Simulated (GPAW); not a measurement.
The system is ZnGaP.

```
Zn Ga P
1.0
     4.01594    0.00000    0.00000
    -2.00797    3.47791    0.00000
     0.00000    0.00000    4.40420
Zn Ga P
1 1 1
Direct
  0.00000 0.00000 0.50000
  0.66667 0.33333 0.00000
  0.33333 0.66667 0.50000
```

The cell was built by a generator and needn't be a form met in nature.

```yaml
Program: GPAW 26.7.0
Task: relaxation of cell and atoms
Functional: PBEsol
Dispersion: D3(BJ)
Potentials_or_basis: PAW data sets generated in the run's folder for this functional
Cutoff: 600 eV
Basis: pw
k_mesh: 8 × 8 × 6
Occupations: fermi-dirac, width 0.05 eV
Spin: no spin polarisation
```

At the start: pressure -4.7 GPa; volume 20.50 Å³/atom.

Q: Where does the relaxation end?

A: Over 11 steps the energy falls by 46.7 meV/atom and the volume is 17.90 Å³/atom (-12.7 %); space group P-6m2 (No. 187, to 0.05 Å).

The path:
```
step  energy change (eV)  largest force (eV/Å)  pressure (GPa)  volume (Å³)
   1              0.0000                0.0000           -4.72        61.51
   2             -0.0155                0.0000           -4.69        60.99
   3              0.0514                0.0000            9.70        50.13
   4             -0.1031                0.0000           -1.29        56.70
   5             -0.1092                0.0000           -0.28        55.81
   6             -0.1128                0.0000            0.32        55.25
   7             -0.1194                0.0000            0.99        54.50
   8             -0.1293                0.0000            1.39        53.73
   9             -0.1374                0.0000            0.88        53.53
  10             -0.1400                0.0000            0.18        53.64
  11             -0.1400                0.0000            0.03        53.71
```

Final structure:
```xyz
3
Lattice="3.9305 0.0000 0.0000 -1.9653 3.4039 0.0000 0.0000 0.0000 4.0141" Properties=species:S:1:pos:R:3 pbc="T T T"
Zn    0.0000    0.0000    2.0071
Ga    1.9653    1.1346    0.0000
P     0.0000    2.2693    2.0071
```

Caveat: the data sets keep Ga 3d, Li 1s and Be 1s frozen, and some such compounds lay over 1.5 % in volume off other programs; later steps reuse the first step's grids; pairwise dispersion overbinds metals, which lowers pressure and volume.
